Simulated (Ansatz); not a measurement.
# MoNH (septet): wave-function methods side by side at a displaced geometry (v2), def2-SVP

One table from this session's results is given with a row withheld; the runs are named, their logs left out.

Computed with Ansatz 0.2.0, Gaussian basis. Level: def2-SVP, core rule «outside noble gas», up to 5 orbitals frozen.

Plan: UHF; CCSD(T) on ROHF; CCSD(T) on UHF; CISD as a restricted active space (open shells left free, so some higher excitations enter); CCSDT(Q) on ROHF; CCSDT(Q) on UHF; CASSCF and MRCISD+Q, 12 electrons in 11 orbitals; CASSCF and NEVPT2, 12 electrons in 11 orbitals.

21 further runs of the same task are left out: 3 for a known fault of the program, 7 that didn't finish, 11 set aside as unsound or not needed. Runs told in other sessions of the task aren't counted.

### The geometry

The geometry is a PBE0/def2-TZVP stationary point (not a proven minimum) with its atoms shifted at random (size 0.100 Å). No spin-orbit coupling is included. Elements past krypton take def2 core potentials.

3 atoms, charge 0, spin multiplicity 7.

Atoms are counted from 1 here; the program's logs count them from 0.

Bond lengths: Mo1–N2 2.052 Å, N2–H3 1.007 Å. Angles: Mo1–N2–H3 116.1°.

The first run:

Input file in.yaml:

```yaml
crystal:
  periodic: [false, false, false]
  atoms:
    - {symbol: Mo, position_ang: [0.021615, 0.009943, 0.280820]}
    - {symbol: N, position_ang: [-0.143259, -0.121708, -1.760294]}
    - {symbol: H, position_ang: [-0.066639, 0.744914, -2.267976]}
basis:
  gaussian: {orbitals: def2-SVP}
magnetization: {spin_polarized: true, initial_magnetization: 6}
hamiltonian: {xc: hf}
output: {orbitals: {seedname: orbitals}}
```

Command:

```console
$ ansatz run in.yaml --threads 1 --pin off --events-out ev --progress --plain --max-ram 2393MiB
```

Among the steps run: UHF; CCSD(T) on ROHF; CCSD(T) on UHF; CISD as a restricted active space (open shells left free, so some higher excitations enter); CCSDT(Q) on ROHF; CCSDT(Q) on UHF; CASSCF and MRCISD+Q, 12 electrons in 11 orbitals; CASSCF and NEVPT2, 12 electrons in 11 orbitals.

One table of the session follows, with a row left open; its other results are not shown here.

| method | from RCCSDT(Q) (kJ/mol) |
| --- | --- |
| ROHF | +638.1 |
| UHF | +619.2 |
| RMP2 | +87.7 |
| UMP2 | +80.7 |
| RCCSD | +25.0 |
| UCCSD | +19.3 |
| RCCSD(T) | +5.6 |
| UCCSD(T) | +0.2 |
| RCCSDT | +1.5 |
| UCCSDT | -3.9 |
| RCCSDT(Q) | 0 |
| UCCSDT(Q) | ? |
| CASSCF valence | +505.9 |
| NEVPT2 valence | +113.3 |
| MRCISD valence | +42.6 |
| MRCISD+Q valence | +9.4 |

Estimate the missing values for UCCSDT(Q).

As computed: from RCCSDT(Q) (kJ/mol): -5.8. In the column «from RCCSDT(Q) (kJ/mol)» it is the lowest.

Not comparable, so not listed: CISD as a restricted active space (open shells left free, so some higher excitations enter) (they don't share determinant, frozen orbitals or solution with the rows shown, or repeat one).

To keep in mind: Restricted and unrestricted rows rest on different reference determinants; a gap between their highest levels can come from leftover correlation error, from unlike frozen cores or from another state.
